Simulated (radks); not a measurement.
**Spin polarisation of the 4f shell in Tb**

One table from this session's results is given with a row withheld; the runs are named, their logs left out.

The numbers are computed with radks (a radial shooting solver on a logarithmic mesh, Libxc functionals) version 1 (scalar-relativistic Kohn-Sham, BLYP, spin-polarised, spherical densities, finite nucleus), except any that are marked as measured or tabulated.

### The atom as given

| Quantity | Value |
| --- | --- |
| element | terbium (Z = 65) |
| charge | 0 |
| electrons | 65 |
| configuration | [Xe] 4f(up 4.5, down 4.5) 6s2 |
| nuclear rms radius | 5.06 fm |

A shell typed twice in an input gives spin up, then spin down.

Set-up of the first run:

Settings of this run:

```text
Z 65
configuration [Xe] 4f4.5 4f4.5 6s2
relativity scalar-relativistic
functional b88,lyp
spin polarised
nucleus finite rms 5.06 fm
c 137.035999084
```

The run is started by

```sh
> python run_ks.py task.json out
```

The same process makes all the runs of this session.

Steps of the session up to this table: No moment.

One table of the session follows, with a row left open; its other results are not shown here.

It belongs to the step «No moment». Sizes of the orbitals, from the radial functions (bohr):

| level | <r> | outermost maximum (interpolated) | 90 % within | nodes |
| --- | --- | --- | --- | --- |
| 3d | 0.2165 | 0.176 | 0.337 | 0 |
| 4s | 0.5415 | 0.505 | 0.778 | 3 |
| 4p | 0.5736 | 0.527 | 0.835 | 2 |
| 4d | 0.6238 | 0.547 | 0.938 | 1 |
| 5s | 1.327 | 1.18 | 1.92 | 4 |
| 5p | 1.576 | 1.35 | 2.33 | 3 |
| 6s | ? | ? | ? | ? |
| 4f | 0.9121 | 0.555 | 1.61 | 0 |

**Question.** Estimate the row for 6s.

**Answer.** <r>: 4.143; outermost maximum (interpolated): 3.46; 90 % within: 6.18; nodes: 5. In the column «<r>» it is the highest.
